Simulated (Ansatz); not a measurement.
# BHI radical (SMILES [BH]I): single points off equilibrium

One table from this session's results is given with a row withheld; the runs are named, their logs left out.

Method: single points in def2-TZVPP; program: Ansatz 0.2.0, Gaussian basis.

Cores are frozen in the correlated methods. Filled d shells of the heavier atoms are correlated. Core potentials replace the inner electrons past krypton, and spin-orbit coupling is left out. Orbitals are unrestricted. B3LYP uses VWN-RPA correlation.

### Where the work starts

SMILES `[BH]I`, 3 atoms, charge 0, spin multiplicity 2.

Atoms are counted from 1 here; the program's logs count them from 0.

Bond lengths: B1–I2 1.980 Å, B1–H3 1.167 Å. Angles: I2–B1–H3 123.8°.

As a file:

```xyz
3
charge 0, multiplicity 2
B    -0.2502    0.4800   -0.1145
I     1.3955   -0.2800    0.6817
H    -1.0703   -0.1590   -0.6438
```

Set-up of the first run:

File run/in.yaml:

```yaml
crystal:
  periodic: [false, false, false]
  atoms:
    - {symbol: B, position_ang: [-0.250200, 0.480000, -0.114500]}
    - {symbol: I, position_ang: [1.395500, -0.280000, 0.681700]}
    - {symbol: H, position_ang: [-1.070300, -0.159000, -0.643800]}
basis:
  gaussian: {orbitals: def2-TZVPP}
magnetization: {spin_polarized: true, initial_magnetization: 1}
correlation: {method: ccsd_t}
scf: {omitted_lower_state_checks: [cluster_reference]}
output: {forces: true}
```

No record of the launch command was kept for these runs.

Among the steps run: CCSD(T)/def2-TZVPP; PBE0-D4/def2-TZVPP; wB97M-V/def2-TZVPP; r2SCAN-D4/def2-TZVPP; PBE-D4/def2-TZVPP; LC-wPBE/def2-TZVPP; B3LYP-D4/def2-TZVPP.

One of the session's tables, all rows but one given; the rest of the session is left out.

| method | RMS force component (eV/Å) | angle to CCSD(T) forces (°) | dipole (D) |
| --- | --- | --- | --- |
| CCSD(T) | 0.846 | reference | 0.78 |
| PBE0-D4 | ? | ? | ? |
| wB97M-V | 0.795 | 2.8 | 0.73 |
| r2SCAN-D4 | 0.869 | 0.8 | 0.72 |
| PBE-D4 | 0.883 | 6.2 | 0.92 |
| LC-wPBE | 0.725 | 3.7 | 0.63 |
| B3LYP-D4 | 0.912 | 3.4 | 0.76 |

Q: Estimate the row for PBE0-D4 from the others.

**Answer.** RMS force component (eV/Å): 0.822; angle to CCSD(T) forces (°): 2.5; dipole (D): 0.74. In the column «RMS force component (eV/Å)» it lies between wB97M-V (0.795) and CCSD(T) (0.846).
